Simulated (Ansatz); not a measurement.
# Pt: the cost of one run

Program: Ansatz 0.2.0. Level of theory: DFT PBE, scalar-relativistic, plane waves, PAW. These are calculated values, not measurements.

## (1) The starting structure

It takes space group Fm-3m (No. 225, cubic). Conventional cell: a = 3.922 Å, b = 3.922 Å, c = 3.922 Å, α = 90.00°, β = 90.00°, γ = 90.00°. Pt (site symmetry m-3m) is surrounded by 12 Pt at 2.77 Å.

As a file:

```
Pt
1.0
     0.00000    1.96090    1.96090
     1.96090    0.00000    1.96090
     1.96090    1.96090    0.00000
Pt
1
Direct
  0.00000 0.00000 0.00000
```

The structure comes from the Crystallography Open Database.

## (2) The base run

The input, input.yaml:

```yaml
crystal:
  lattice:
    - [0.0, 1.9609, 1.9609]
    - [1.9609, 0.0, 1.9609]
    - [1.9609, 1.9609, 0.0]
  atoms:
    - { symbol: Pt, position: [0.0, 0.0, 0.0] }
basis:
  ecutwfc: 500
  fft_grid_basis: typed
kpoints:
  mp_grid: { grid: [14, 14, 14] }
hamiltonian:
  xc: pbe
scf:
  occupations: { method: gaussian, width: 0.05 }
output:
  forces: true
  stress: true
  eigenvalues: true
  bader: true
  write_density: true
  volumetric_format: npy
  elf: true
```

Command:

```sh
$ ansatz run input.yaml --threads 1 --pin off --max-ram 2560MiB --backend cpu --events-out ev --progress --plain --runs-dir out
```

Q: Estimate wall time and peak memory on 1 thread of Intel Xeon 6975P-C (Granite Rapids), shared host.

About 3.4 s, with a peak of 0.36 GiB.
